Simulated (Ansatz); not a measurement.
# Ge5CN8: the band gap up the ladder of functionals

One table from this session's results is given with a row withheld; the runs are named, their logs left out.

Code: Ansatz 0.2.0. PAW datasets, plane waves. No spin polarisation and no zero-point or thermal motion; the cell was built from a prototype and may be hypothetical.

**The structure to begin with**

The cell was relaxed beforehand with r2SCAN.

Space group Pm (No. 6), monoclinic; conventional cell a = 7.652 Å, b = 3.023 Å, c = 7.771 Å, β = 118.7°, 11.27 Å³ an atom. Ge has 4 N at 1.80–1.82 Å; Ge has 4 N at 1.79–1.85 Å; Ge has 4 N at 1.85–1.86 Å; Ge has 4 N at 1.83–1.87 Å.

Coordinates:

```cif
data_structure
_symmetry_space_group_name_H-M 'Pm'
_symmetry_Int_Tables_number 6
_cell_length_a 7.6522
_cell_length_b 3.0227
_cell_length_c 7.7711
_cell_angle_alpha 90.000
_cell_angle_beta 118.667
_cell_angle_gamma 90.000
_cell_volume 157.72
loop_
_atom_site_label
_atom_site_type_symbol
_atom_site_symmetry_multiplicity
_atom_site_Wyckoff_symbol
_atom_site_fract_x
_atom_site_fract_y
_atom_site_fract_z
_atom_site_occupancy
Ge1 Ge 1 b 0.58614 0.50000 0.82783 1
Ge2 Ge 1 a 0.82383 0.00000 0.22714 1
Ge3 Ge 1 a 0.75068 0.00000 0.58389 1
Ge4 Ge 1 b 0.24917 0.50000 0.39924 1
Ge5 Ge 1 b 0.17468 0.50000 0.79506 1
C1 C 1 a 0.42838 0.00000 0.19885 1
N1 N 1 b 0.32224 0.50000 0.66293 1
N2 N 1 a 0.63706 0.00000 0.31394 1
N3 N 1 b 0.66136 0.50000 0.63858 1
N4 N 1 a 0.68818 0.00000 0.96464 1
N5 N 1 a 0.02124 0.00000 0.72038 1
N6 N 1 b 0.97502 0.50000 0.30699 1
N7 N 1 a 0.31322 0.00000 0.30057 1
N8 N 1 b 0.36880 0.50000 0.05997 1
```

The first run:

Contents of input.yaml:

```yaml
crystal:
  lattice:
    - [7.6520066608, 0.0, 0.0561032567]
    - [0.0, 3.0227074324, 0.0]
    - [-3.7777741211, 0.0, 6.7910071264]
  atoms:
    - { symbol: Ge, position: [0.5861404751, 0.5, 0.8278334105] }
    - { symbol: Ge, position: [0.8238260867, 0.0, 0.2271395604] }
    - { symbol: Ge, position: [0.7506826413, 0.0, 0.5838923093] }
    - { symbol: Ge, position: [0.2491679322, 0.5, 0.3992378761] }
    - { symbol: Ge, position: [0.1746844534, 0.5, 0.7950566446] }
    - { symbol: C, position: [0.4283770251, 0.0, 0.1988541762] }
    - { symbol: "N", position: [0.3222414693, 0.5, 0.6629271546] }
    - { symbol: "N", position: [0.637058324, 0.0, 0.3139394838] }
    - { symbol: "N", position: [0.6613618095, 0.5, 0.6385774129] }
    - { symbol: "N", position: [0.6881840526, 0.0, 0.964638924] }
    - { symbol: "N", position: [0.0212405258, 0.0, 0.7203783624] }
    - { symbol: "N", position: [0.9750185765, 0.5, 0.3069853234] }
    - { symbol: "N", position: [0.3132208681, 0.0, 0.3005733505] }
    - { symbol: "N", position: [0.3687957606, 0.5, 0.0599660112] }
kpoints:
  mp_grid: { grid: [4, 8, 4] }
  band_path:
    path:
      - [0.0, 0.0, 0.0]
      - [1.384266170098e-35, 0.5, -5.365520717341e-18]
      - [-6.829310717525e-19, 0.5, 0.5]
      - [-1.235110703951e-18, 8.996718172663e-35, 0.5]
      - [0.0, 0.0, 0.0]
      - [-0.5, 3.189622136378e-19, 0.5]
      - [-0.5, 0.5, 0.5]
      - [1.384266170098e-35, 0.5, -5.365520717341e-18]
      - [-0.5, 0.5, -9.261351985852e-18]
      - [-0.5, 3.189622136378e-19, -9.261351985852e-18]
      - [0.0, 0.0, 0.0]
    npoints: 10
hamiltonian:
  xc: pbe
scf:
  occupations: { method: fermi_dirac, width: 0.02 }
  n_extra_bands: 7
output:
  forces: true
  stress: true
  eigenvalues: true
```

Steps of the session up to this table: PBE bands along the symmetry lines; Single point with r2SCAN; HSE06; Single point with PBE+SOC; PBE0.

One table of the session follows, with a row left open; its other results are not shown here.

| level | gap (eV) |
| --- | --- |
| PBE | 1.21 |
| r2SCAN | ? |
| HSE06 | 2.53 |
| PBE+SOC | 1.21 |
| PBE0 | 3.26 |

Estimate the missing values for r2SCAN.

As computed: gap (eV): 1.50. In the column «gap (eV)» it lies between PBE+SOC (1.21) and HSE06 (2.53).

Meshes: PBE 4×8×4, r2SCAN 4×8×4, HSE06 2×6×2, PBE+SOC 4×8×4, PBE0 2×6×2

The gap runs from 1.21 eV (PBE+SOC) to 3.26 eV (PBE0). Against HSE06, PBE is short by 1.32 eV, at 48 % of it, and r2SCAN 59 %. PBE0 lies 0.74 eV above HSE06, which differs from it by screening the long-range exchange.

To keep in mind: Warnings in the runs' records: stress exchange threshold loose, stress scf threshold loose.
